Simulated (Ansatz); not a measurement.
# BrF (bromine fluoride): the cost of one run

Program: Ansatz 0.2.0 through its Python package. Level of theory: PBE+D3(BJ)/def2-SVPD. These are calculated values, not measurements.

## 1. Starting point

Bond lengths: F1–Br2 1.757 Å.

No structure file is read: the coordinates are typed or built in the script.

## 2. Script

The input, dimer_brf.py:

```python
# -*- coding: utf-8 -*-
"""Interaction energy of two BrF molecules, with the counterpoise correction."""

import logging
import sys

import ansatz as az

logging.basicConfig(stream=sys.stdout, format="%(name)s: %(message)s")
logger = logging.getLogger("brf")
logger.setLevel(logging.INFO)

FIRST = [
    ("F", (0.8783, 0.0, 0.0)),
    ("Br", (-0.8783, 0.0, 0.0)),
]
SECOND = [
    ("F", (3.4408, 0.669, -0.0449)),
    ("Br", (3.5531, 1.6025, -1.5287)),
]

def energy(atoms, ghosts=()):
    molecule = az.Crystal.molecule()
    for symbol, xyz in atoms:
        molecule = molecule.atom(symbol, xyz)
    calc = (
        molecule.calculation()
        .basis(gaussian="def2-SVPD")  # the orbital basis, by name
        .functional("PBE", dispersion="d3bj")
    )
    deck = calc.input()
    if ghosts:
        deck = deck.set(az.key.basis.gaussian.ghost_atoms, [{"symbol": s, "position_ang": list(xyz)} for s, xyz in ghosts])
    return az.Session.from_dict(deck).plan().execute().report["free_energy_ev"]

# ghost atoms carry the functions of the partner
both = energy(FIRST + SECOND)
alone = energy(FIRST) + energy(SECOND)
ghosted = energy(FIRST, SECOND) + energy(SECOND, FIRST)
logger.info(f"dimer {both:.6f} eV")
logger.info(f"interaction, uncorrected   {(both - alone):8.3f} eV")
logger.info(f"interaction, counterpoise  {(both - ghosted):8.3f} eV")
logger.info(f"basis-set superposition    {(alone - ghosted):8.3f} eV")
```

## 3. Running it

Command:

```
$ python dimer_brf.py
```

What time and memory should one allow on 1 thread of Arm Neoverse V2, shared host?

About 7.2 s, with a peak of 0.21 GiB.
